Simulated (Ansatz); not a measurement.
# SrMg, space group P-6m2: a series of slab calculations

Run with Ansatz's Python interface.

`srmg.vasp`
```text
SrMg
1.0
   4.05167434    0.00000000    0.00000000
  -2.02583717    3.50885290    0.00000000
   0.00000000    0.00000000    5.58938000
Sr Mg
1 1
Direct
   0.00000000    0.00000000    0.00000000
   0.66666667    0.33333333    0.50000000
```

`srmg_field.py`
```python
'''A slab of SrMg in an electric field.'''

import ansatz as az
from ase.build import surface
from ase.io import read
import numpy as np
from tabulate import tabulate


def main() -> None:
    atoms = read('srmg.vasp', format='vasp')
    # Miller indices count the vectors of the cell as typed
    rows = []
    for value in [-0.1, -0.05, 0.0, 0.05, 0.1]:
        slab = surface(atoms, (0, 1, 0), 2, vacuum=7.0)
        slab.pbc = True
        calc = (
            az.Crystal.from_ase(slab).calculation()
            .functional(az.Functional.R2SCAN)
            .basis(48 * az.Ry)
            .occupations('Fermi-Dirac', width=0.1)
            .kpoints(3, 4, 1)
            .electric_field(axis=3, dipole_correction=True, amplitude=value)
        )
        report = calc.run(threads=1).report
        face = report['work_function']
        rows.append((value, len(slab), report['free_energy_ev'], face['dipole_moment_e_ang'], face.get('phi_plus_ev'), face.get('phi_minus_ev')))

    print(tabulate(rows, headers=['field (V/A)', 'atoms', 'F (eV)', 'dipole (e A)', 'phi upper (eV)', 'phi lower (eV)'], floatfmt='.4f', missingval='-'))
    print(f'induced dipole per field: {np.polyfit([row[0] for row in rows], [row[3] for row in rows], 1)[0]:.3f} e A^2/V')


if __name__ == '__main__':
    main()
```

```console
$ python srmg_field.py
RunWarning: efield: at this solve's end the planar-averaged density reaches 2.95e-5 e/Å³ inside the ramp window [0.8965, 0.1035] (bound 1e-5 e/Å³); the window's nearer edge stands 5.07 Å from this solve's nearest atom along the axis. Its free energy, forces, [...]
  field (V/A)    atoms       F (eV)    dipole (e A)    phi upper (eV)    phi lower (eV)
-------------  -------  -----------  --------------  ----------------  ----------------
      -0.1000        4  -10961.2876         -0.2379            -                 -
      -0.0500        4  -10961.2771         -0.1810            -                 -
       0.0000        4  -10961.2695         -0.1241            3.6658            2.6733
       0.0500        4  -10961.2647         -0.0669            -                 -
       0.1000        4  -10961.2628         -0.0095            -                 -
induced dipole per field: 1.142 e A^2/V
```
(Warnings from the package without file and line, shortened, repeats left out.)

Caveats:
- Absolute energies stand on the zero of these potentials, so only differences at equal settings mean something. A total without «per atom» is that of the cell as typed.
- The density doesn't vanish in the vacuum (a short gap or a low cutoff), which blurs the vacuum level.
- For a metal this k-point mesh is coarse: on a finer one energies can move by several to tens of meV an atom and pressures by half a GPa or more, differences at one mesh by less.
- The structure comes from a database of computed cells and needn't be a stable or known phase.
- The slabs are thin, unrelaxed cuts of the structure as given, on a modest mesh, so the surface energy isn't converged; Miller indices refer to the cell as typed, and unlike faces give only a mean.
- Wall time of the script: 4.5 min on 1 thread of Intel(R) Xeon(R) Processor @ 2.50GHz (Skylake/Cascade Lake), with other jobs on the host, peak memory 1.5 GiB.

(Lines on the test bed's own set-up are left out of the output.)
